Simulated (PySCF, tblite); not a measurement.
# C₆H₈N radical: geometry, infrared bands and EPR parameters

Aim: predict the infrared bands and EPR parameters of C₆H₈N radical (`C#C[C@H](C[CH2])N=C`).

The runs use tblite 0.8.0 and PySCF 2.14.0, with density-fitted response routines of our own; the level of theory stands in each step. All values are computed, except where a source is named. Atoms are numbered from 0 throughout.

**1. The starting structure**

15 atoms, charge 0, multiplicity 2; geometry from: force field or distance geometry start.

Bonds of the start (Å): C0–C1 1.20, C1–C2 1.48, C2–C3 1.51, C3–C4 1.51, C2–N5 1.42, N5–C6 1.29, C0–H7 1.09, C2–H8 1.12, C3–H9 1.10, C3–H10 1.14, C4–H11 1.10, C4–H12 1.09, C6–H13 1.08, C6–H14 1.09.

**2. Optimising the geometry with GFN2-xTB**

Job settings and geometry (Å):

```
{"job": {"kind": "relax", "xc": "GFN2-xTB", "basis": "xTB"}, "charge": 0, "multiplicity": 2}
C     -0.619600     2.217300    -0.635100
C     -0.226100     1.090000    -0.689700
C      0.292500    -0.291400    -0.717600
C     -0.793600    -1.261300    -0.319900
C     -1.258200    -0.981100     1.087700
N      1.466800    -0.415300     0.065400
C      2.093600     0.661500     0.382800
H     -1.002900     3.232000    -0.590300
H      0.562300    -0.577700    -1.770200
H     -1.586600    -1.208100    -1.083400
H     -0.318100    -2.293300    -0.287800
H     -0.970900    -1.720400     1.844000
H     -2.304700    -0.669800     1.166200
H      1.664900     1.587700     0.024200
H      2.996300     0.637700     0.984900
```

The run is started by

```bash
OMP_NUM_THREADS=1 python probes_run.py task.json out
```

This one command runs all jobs of the session in turn.

**Question.** This job is followed by: GFN2-xTB harmonic vibrations, gas phase; UKS B3LYP, pcH-1 on C H N, non-relativistic, mean-field spin-orbit, GIAO. What will the session give for the following? strongest single infrared mode (GFN2-xTB); zero-point energy (GFN2-xTB); g(iso) (B3LYP); ⟨S²⟩; largest a(iso) (averaged by class); potential on the surface of density 0.002 e/bohr³, 1st and 99th percentile.

**Answer**, as computed:

| quantity | value |
| --- | --- |
| strongest single infrared mode (GFN2-xTB) | 1736 cm⁻¹, 121 km/mol |
| zero-point energy (GFN2-xTB) | 72.8 kcal/mol |
| g(iso) (B3LYP) | 2.00252 |
| ⟨S²⟩ | 0.755 (exact 0.75) |
| largest a(iso) (averaged by class) | 1H on H9, 125.1 MHz |
| potential on the surface of density 0.002 e/bohr³, 1st and 99th percentile | -1.57 V and 1.32 V |

What this shows: The optimisation took 175 steps and gained 0.640 eV; among the close pairs (by a distance rule), C2–C3 changed most, from 1.509 to 1.571 Å. All 39 modes are real, so the xTB geometry is a minimum. The strongest single mode, at 1736 cm⁻¹, moves mainly N5 and C6. GFN2-xTB is a fitted tight-binding method: band positions and strengths are rough. Its intensities can rank the bands wrongly. Most of the unpaired spin sits on C4 (0.98 e). The isotropic g lies 0.2 ppt above the free-electron value. These values are for one conformer; the search (at its own cheap level) found 2 more, at 1.49, 1.78 kcal/mol, and measured spectra average over such forms.
